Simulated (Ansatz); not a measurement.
**C8H8O3: basis-set convergence**

An exercise on one series of results from a longer session: the logs are not shown, and one member is left open.

Method: one geometry, several basis sets; program: Ansatz 0.2.0, Gaussian basis.

The runs, in order: PBE0-D4/def2-SVP; ωB97M-V/def2-SVP; PBE0-D4/def2-QZVPP; ωB97M-V/def2-QZVPP; the functionals' def2-TZVPP values are taken from earlier runs.

## Structure used throughout

The geometry comes from an earlier relaxation with PBE0-D4 in a triple-zeta def2 set; it is a stationary point, not always the lowest conformer.

SMILES `COc1ccc(C(=O)O)cc1`, 19 atoms, charge 0, spin multiplicity 1.

Atoms are counted from 1 here; the program's logs count them from 0.

Bond lengths: C1–O2 1.409 Å, C1–H12 1.095 Å, C1–H13 1.095 Å, C1–H14 1.088 Å, O2–C3 1.345 Å, C3–C4 1.397 Å, C3–C11 1.393 Å, C4–C5 1.374 Å, C4–H15 1.083 Å, C5–C6 1.396 Å, C5–H16 1.083 Å, C6–C7 1.472 Å, C6–C10 1.389 Å, C7–O8 1.205 Å, C7–O9 1.348 Å, O9–H17 0.966 Å, C10–C11 1.385 Å, C10–H18 1.082 Å and more. Angles: O2–C1–H12 111.4°, O2–C1–H13 111.4°, O2–C1–H14 106.1°, H12–C1–H13 109.3°, H12–C1–H14 109.3°, H13–C1–H14 109.3°, C1–O2–C3 118.2°, O2–C3–C4 115.9°, O2–C3–C11 124.2°, C4–C3–C11 119.9°, C3–C4–C5 120.0°, C3–C4–H15 118.5°, C5–C4–H15 121.5°, C4–C5–C6 120.6°, C4–C5–H16 120.9°, C6–C5–H16 118.5°, C5–C6–C7 118.3°, C5–C6–C10 119.2° and more.

Set-up of the first run:

File in.yaml:

```yaml
crystal:
  periodic: [false, false, false]
  atoms:
    - {symbol: C, position_ang: [1.363833, -2.189378, -2.231109]}
    - {symbol: O, position_ang: [0.253450, -1.322567, -2.227783]}
    - {symbol: C, position_ang: [0.024165, -0.587092, -1.124854]}
    - {symbol: C, position_ang: [-1.089324, 0.255211, -1.174505]}
    - {symbol: C, position_ang: [-1.402177, 1.044653, -0.093695]}
    - {symbol: C, position_ang: [-0.615866, 1.014511, 1.059343]}
    - {symbol: C, position_ang: [-0.995903, 1.880500, 2.187271]}
    - {symbol: O, position_ang: [-1.944524, 2.624079, 2.198868]}
    - {symbol: O, position_ang: [-0.167044, 1.770890, 3.244684]}
    - {symbol: C, position_ang: [0.489825, 0.175138, 1.102766]}
    - {symbol: C, position_ang: [0.815901, -0.625297, 0.020786]}
    - {symbol: H, position_ang: [1.281717, -2.947067, -1.445038]}
    - {symbol: H, position_ang: [2.301515, -1.638158, -2.106045]}
    - {symbol: H, position_ang: [1.362280, -2.678984, -3.203045]}
    - {symbol: H, position_ang: [-1.689253, 0.267282, -2.076140]}
    - {symbol: H, position_ang: [-2.262137, 1.702832, -0.116779]}
    - {symbol: H, position_ang: [-0.511781, 2.377450, 3.913529]}
    - {symbol: H, position_ang: [1.103794, 0.146772, 1.993783]}
    - {symbol: H, position_ang: [1.681541, -1.270775, 0.077974]}
basis:
  gaussian: {orbitals: def2-SVP}
hamiltonian: {xc: pbe0, dispersion: d4}
output: {orbitals: {seedname: orbitals}}
```

Command:

```
> ansatz run in.yaml --threads 4 --pin off --events-out ev --progress --plain --max-ram 46080MiB --backend cpu
```

Steps of the session up to this table: PBE0-D4 in def2-SVP; ωB97M-V in def2-SVP; PBE0-D4 in def2-QZVPP; ωB97M-V in def2-QZVPP.

One table of the session follows, with a row left open; its other results are not shown here.

It belongs to the step «Density functionals: the series». 

```
functional       basis  HOMO (eV)
   PBE0-D4    def2-SVP      -6.75
   PBE0-D4  def2-TZVPP      -6.83
   PBE0-D4  def2-QZVPP      -6.86
   ωB97M-V    def2-SVP          ?
   ωB97M-V  def2-TZVPP      -8.85
   ωB97M-V  def2-QZVPP      -8.88
```

Estimate the missing values for ωB97M-V, def2-SVP.

The run gave: HOMO (eV): -8.75. In the column «HOMO (eV)» it lies between ωB97M-V, def2-TZVPP (-8.85) and PBE0-D4, def2-QZVPP (-6.86).
